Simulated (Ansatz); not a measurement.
# Nudged elastic band run: Mg$_{8}$HO$_{8}$

Input file:

```yaml
crystal:
  lattice:
    - [0.0, 4.2703, 4.2703]
    - [4.2703, 0.0, 4.2703]
    - [4.2703, 4.2703, 0.0]
  atoms:
    - { symbol: Mg, position: [0.00098064, 0.00188541, -0.00499685] }
    - { symbol: O, position: [0.24894894, 0.24981702, 0.25118265] }
    - { symbol: Mg, position: [0.0009609, 0.00186565, 0.50175957] }
    - { symbol: O, position: [0.24894784, 0.24981636, 0.74971471] }
    - { symbol: Mg, position: [-0.00170309, 0.50052317, 0.00042061] }
    - { symbol: O, position: [0.26641406, 0.74448565, 0.24438663], spin: 0.11 }
    - { symbol: Mg, position: [0.00097512, 0.49512581, 0.50177381] }
    - { symbol: O, position: [0.24894847, 0.75128529, 0.74971509] }
    - { symbol: Mg, position: [0.49966359, -0.00087892, 0.00043856] }
    - { symbol: O, position: [0.74361091, 0.2673477, 0.24435736], spin: 0.11 }
    - { symbol: Mg, position: [0.49409563, 0.00192173, 0.50181569] }
    - { symbol: O, position: [0.75039994, 0.24982252, 0.74972113] }
    - { symbol: Mg, position: [0.49966877, 0.50054566, 0.00044329] }
    - { symbol: O, position: [0.74360134, 0.74444653, 0.24434763], spin: 0.11 }
    - { symbol: Mg, position: [0.49966139, 0.50053896, 0.49902485] }
    - { symbol: O, position: [0.74361471, 0.74446017, 0.76723714], spin: 0.11 }
    - { symbol: H, position: [0.87407345, 0.87524551, 0.37510563], spin: 0.39 }
magnetization:
  spin_polarized: true
basis:
  ecutwfc: 420.0
kpoints:
  mp_grid: { grid: [3, 3, 3] }
hamiltonian:
  xc: pbe
  dispersion: d3bj
  pseudopotentials: { kind: paw, azcp: { folder: soft_1 } }
scf:
  occupations: { method: gaussian, width: 0.05 }
  lower_state_search: "off"
neb:
  images: 5
  f_tol: 0.03
  initial_path: linear
  max_iterations: 71
  optimiser: fire
  final_atoms:
    - { symbol: Mg, position: [0.00507853, -0.0015604, -0.00216133] }
    - { symbol: O, position: [0.23276299, 0.25586906, 0.25530843] }
    - { symbol: Mg, position: [-0.00042406, 0.001172, 0.49923802] }
    - { symbol: O, position: [0.25030259, 0.24899392, 0.74996561] }
    - { symbol: Mg, position: [-0.00043516, 0.4998056, 0.00062709] }
    - { symbol: O, position: [0.25030433, 0.7505441, 0.24841163] }
    - { symbol: Mg, position: [-0.00042022, 0.49982084, 0.49924177] }
    - { symbol: O, position: [0.25030127, 0.75054079, 0.74996445] }
    - { symbol: Mg, position: [0.49816685, -0.00158388, -0.00218464] }
    - { symbol: O, position: [0.75561969, 0.25585303, 0.25529219] }
    - { symbol: Mg, position: [0.49821183, -0.00153883, 0.50466222] }
    - { symbol: O, position: [0.75565016, 0.25588336, 0.73239269] }
    - { symbol: Mg, position: [0.49817701, 0.50536765, -0.00217454] }
    - { symbol: O, position: [0.75562669, 0.73302359, 0.25529924] }
    - { symbol: Mg, position: [0.50094498, 0.49981224, 0.49923353] }
    - { symbol: O, position: [0.74875088, 0.75054338, 0.74996658] }
    - { symbol: H, position: [0.62488791, 1.12521815, 0.12440936] }
  order_check: true
```

Launched with:

```bash
$ ansatz run input.yaml --threads 4 --pin off --max-ram 10240MiB --backend cpu --events-out ev --progress --plain --runs-dir out
```

Output, in part (warnings, iteration lines):

```
NEB end point (image 0): max|allowed force component| = 1.390e-2 eV/Å (the criterion of neb.relax_end_points is 1.000e-2)
NEB end point (image 6): max|allowed force component| = 1.820e-2 eV/Å (the criterion of neb.relax_end_points is 1.000e-2)
NEB iter   1: max|band force component| = 2.050e0 eV/Å  barrier→ = 1.2896 eV  barrier← = 1.2895 eV  Δτ_max = 0.0417 Å  (244 SCF iters)
NEB iter   2: max|band force component| = 1.305e0 eV/Å  barrier→ = 1.0023 eV  barrier← = 1.0022 eV  Δτ_max = 0.0677 Å  (36 SCF iters)
NEB iter   3: max|band force component| = 5.468e-1 eV/Å  barrier→ = 0.7351 eV  barrier← = 0.7350 eV  Δτ_max = 0.0666 Å  (38 SCF iters)
NEB iter   4: max|band force component| = 7.949e-1 eV/Å  barrier→ = 0.6828 eV  barrier← = 0.6828 eV  Δτ_max = 0.0040 Å  (38 SCF iters)
NEB iter   5: max|band force component| = 7.124e-1 eV/Å  barrier→ = 0.6663 eV  barrier← = 0.6663 eV  Δτ_max = 0.0077 Å  (23 SCF iters)
NEB iter   6: max|band force component| = 5.564e-1 eV/Å  barrier→ = 0.6388 eV  barrier← = 0.6387 eV  Δτ_max = 0.0104 Å  (28 SCF iters)
NEB iter   7: max|band force component| = 4.177e-1 eV/Å  barrier→ = 0.6091 eV  barrier← = 0.6091 eV  CI = image 3  Δτ_max = 0.0119 Å  (29 SCF iters)
NEB iter   8: max|band force component| = 2.891e-1 eV/Å  barrier→ = 0.5860 eV  barrier← = 0.5860 eV  CI = image 3  Δτ_max = 0.0116 Å  (29 SCF iters)
[... lines left out ...]
```

The forces met the threshold. The band force fell under the threshold earlier too, but the program's further tests of the path sent the band on. By the program's own check the climbing image is a first-order saddle point (lowest curvatures found: -1.74 and 0.25 eV/Å²). Limits of this set-up: coarse k mesh, a small cell, in which the defect meets its images, a typed lattice constant that wasn't relaxed here.

Final band (atoms are numbered from 1 in the order of the input):

| image | path coordinate (Å) | energy (eV) | Mg3–H17 (Å) | Mg7–H17 (Å) | Mg9–H17 (Å) |
| --- | --- | --- | --- | --- | --- |
| 0 | 0.00 | 0.00 | 1.87 | 1.87 | 3.54 |
| 1 | 0.39 | 0.13 | 2.10 | 1.94 | 3.16 |
| 2 | 0.78 | 0.41 | 2.41 | 2.10 | 2.77 |
| 3 | 1.16 | 0.54 | 2.70 | 2.41 | 2.41 |
| 4 | 1.55 | 0.41 | 3.02 | 2.77 | 2.10 |
| 5 | 1.94 | 0.13 | 3.29 | 3.16 | 1.94 |
| 6 | 2.33 | 0.00 | 3.54 | 3.54 | 1.87 |

Time of the run: 57 min on 4 threads of Arm Neoverse V1, with other jobs on the host, peak memory 2.5 GiB.
